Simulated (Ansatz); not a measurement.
I need a convergence test of the k-point mesh of MoS2, space group R-3m. Use the Ansatz DFT code, driven from Python. Level of theory (first run): PBEsol, PAW, the default cutoff (420 eV here), 3×3×3 k-points, cold smearing of 0.1 eV. The script varies spacing (1/A): 1.0, 0.6, 0.4, 0.3.

```yaml
crystal:
  lattice:
    - [1.58550, 0.91539, 6.11500]
    - [-1.58550, 0.91539, 6.11500]
    - [0.00000, -1.83078, 6.11500]
  atoms:
    - { symbol: Mo, position: [0.00000, 0.00000, 0.00000] }
    - { symbol: S, position: [0.75000, 0.75000, 0.75000] }
    - { symbol: S, position: [0.25000, 0.25000, 0.25000] }
```

The script, `kconv.py`:
```python
'''k-point test for MoS2.'''

from dataclasses import dataclass
import csv
import warnings

import ansatz as az
from pymatgen.core import Lattice, Structure
from pymatgen.io.ase import AseAtomsAdaptor


@dataclass(frozen=True)
class Options:
    xc: str = 'PBEsol'
    sigma: float = 0.1


cfg = Options()

warnings.simplefilter('ignore', az.DeckWarning)

pmg_structure = Structure(
    Lattice([(1.5855, 0.915389, 6.114997), (-1.5855, 0.915389, 6.114997), (0.0, -1.830778, 6.114997)]),
    ['Mo', 'S', 'S'],
    [
        (0.0, 0.0, 0.0),
        (0.75, 0.75, 0.75),
        (0.25, 0.25, 0.25),
    ],
)
system = az.Crystal.from_ase(AseAtomsAdaptor.get_atoms(pmg_structure))

calc = (
    system.calculation()
    .pseudopotentials('paw')
    .functional(cfg.xc)
    .occupations(az.OccupationsMethod.COLD, width=cfg.sigma)
    .forces()
    .stress()
)

rows = []
for value in [1.0, 0.6, 0.4, 0.3]:
    summary = calc.kpoints(spacing=value).run().report
    rows.append((value, summary['free_energy_ev'] / len(summary['lattice']['sites']), summary['n_iterations'], sum(summary['stress_gpa'][i][i] for i in range(3)) / 3, max(abs(f) for row in summary['forces_ev_ang'] for f in row), summary['n_kpoints']))

with open('kconv.csv', 'w', newline='') as handle:
    writer = csv.writer(handle)
    writer.writerow(['spacing (1/A)', 'F/atom (eV)', 'iterations', 'P (GPa)', 'max component (eV/A)', 'k-points'])
    writer.writerows([round(v, 5) if isinstance(v, float) else v for v in row] for row in rows)

# the last row is the reference
for row in rows[:-1]:
    shift = 1000 * (row[1] - rows[-1][1])
    print(f'{row[0]}: {shift:+.2f} meV/atom' + ('  (within 1 meV)' if abs(shift) < 1 else ''))
```

```console
$ python kconv.py
1.0: -42.26 meV/atom
0.6: +38.35 meV/atom
0.4: -16.17 meV/atom
```

It writes `kconv.csv`:
```csv
spacing (1/A),F/atom (eV),iterations,P (GPa),max component (eV/A),k-points
1.0,-2223.14102,7,3.51169,0.17865,6
0.6,-2223.06041,7,3.72262,0.49488,13
0.4,-2223.11494,6,2.87708,0.69209,32
0.3,-2223.09876,6,2.8947,0.74669,65
```

The run is spin-unpolarised. Of the deposited cell: the entry's cell lengths or inner coordinates differ somewhat from later room-temperature determinations. Pressure is positive in compression. The starting cell is as deposited in a crystallographic database; the results hold for this polymorph, which needn't be the stable one. Shifts are counted from the finest mesh, which is itself no proven limit. Run time: 7.9 s on 1 thread of Arm Neoverse V1, with other jobs on the host, peak memory 0.47 GiB.
